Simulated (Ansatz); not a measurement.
# C₃H₇Br: basis-set convergence

An exercise on one series of results from a longer session: the logs are not shown, and one member is left open.

Method: one geometry, several basis sets; program: Ansatz 0.2.0, Gaussian basis.

The runs, in order: PBE0-D4/def2-SVP; ωB97M-V/def2-SVP; PBE0-D4/def2-QZVPP; ωB97M-V/def2-QZVPP; the functionals' def2-TZVPP values are taken from earlier runs.

**The geometry**

The geometry comes from an earlier relaxation with PBE0-D4 in a triple-zeta def2 set; it is a stationary point, not always the lowest conformer.

11 atoms, charge 0, spin multiplicity 1.

Atoms are counted from 1 here; the program's logs count them from 0.

Bond lengths: C1–C2 1.509 Å, C1–H5 1.090 Å, C1–H6 1.092 Å, C1–H7 1.095 Å, C2–C3 1.509 Å, C2–Br4 1.969 Å, C2–H8 1.090 Å, C3–H9 1.095 Å, C3–H10 1.092 Å, C3–H11 1.090 Å. Angles: C2–C1–H5 111.6°, C2–C1–H6 110.9°, C2–C1–H7 109.2°, H5–C1–H6 108.5°, H5–C1–H7 108.4°, H6–C1–H7 108.2°, C1–C2–C3 113.6°, C1–C2–Br4 109.2°, C1–C2–H8 110.7°, C3–C2–Br4 109.2°, C3–C2–H8 110.7°, Br4–C2–H8 103.0°, C2–C3–H9 109.2°, C2–C3–H10 110.9°, C2–C3–H11 111.6°, H9–C3–H10 108.2°, H9–C3–H11 108.4°, H10–C3–H11 108.5°.

Set-up of the first run:

in.yaml

```yaml
crystal:
  periodic: [false, false, false]
  atoms:
    - {symbol: C, position_ang: [-0.462174, 0.963277, -0.718096]}
    - {symbol: C, position_ang: [0.007439, -0.424685, -0.357212]}
    - {symbol: C, position_ang: [0.643411, -0.510736, 1.008567]}
    - {symbol: Br, position_ang: [-1.519673, -1.665675, -0.438788]}
    - {symbol: H, position_ang: [-0.920608, 0.987677, -1.706799]}
    - {symbol: H, position_ang: [-1.189689, 1.328962, 0.009413]}
    - {symbol: H, position_ang: [0.394401, 1.645288, -0.717510]}
    - {symbol: H, position_ang: [0.681021, -0.813877, -1.120753]}
    - {symbol: H, position_ang: [1.519733, 0.144945, 1.040241]}
    - {symbol: H, position_ang: [-0.053932, -0.185541, 1.783316]}
    - {symbol: H, position_ang: [0.965371, -1.526535, 1.238319]}
basis:
  gaussian: {orbitals: def2-SVP}
hamiltonian: {xc: pbe0, dispersion: d4}
output: {orbitals: {seedname: orbitals}}
```

On the command line:

```
ansatz run in.yaml --threads 4 --pin off --events-out ev --progress --plain --max-ram 10444MiB
```

Among the steps run: PBE0-D4 in def2-SVP; ωB97M-V in def2-SVP; PBE0-D4 in def2-QZVPP; ωB97M-V in def2-QZVPP.

One of the session's tables, all rows but one given; the rest of the session is left out.

It belongs to the step «Density functionals: the series». 

| functional | basis | HOMO (eV) | LUMO (eV) |
| --- | --- | --- | --- |
| PBE0-D4 | def2-SVP | -7.63 | 0.38 |
| PBE0-D4 | def2-TZVPP | ? | ? |
| PBE0-D4 | def2-QZVPP | -7.80 | 0.01 |
| ωB97M-V | def2-SVP | -9.89 | 2.52 |
| ωB97M-V | def2-TZVPP | -10.05 | 2.15 |
| ωB97M-V | def2-QZVPP | -10.07 | 1.77 |

**Question.** Estimate the row for PBE0-D4, def2-TZVPP.

**Answer.** HOMO (eV): -7.78; LUMO (eV): 0.14. In the column «HOMO (eV)» it lies between PBE0-D4, def2-QZVPP (-7.80) and PBE0-D4, def2-SVP (-7.63).
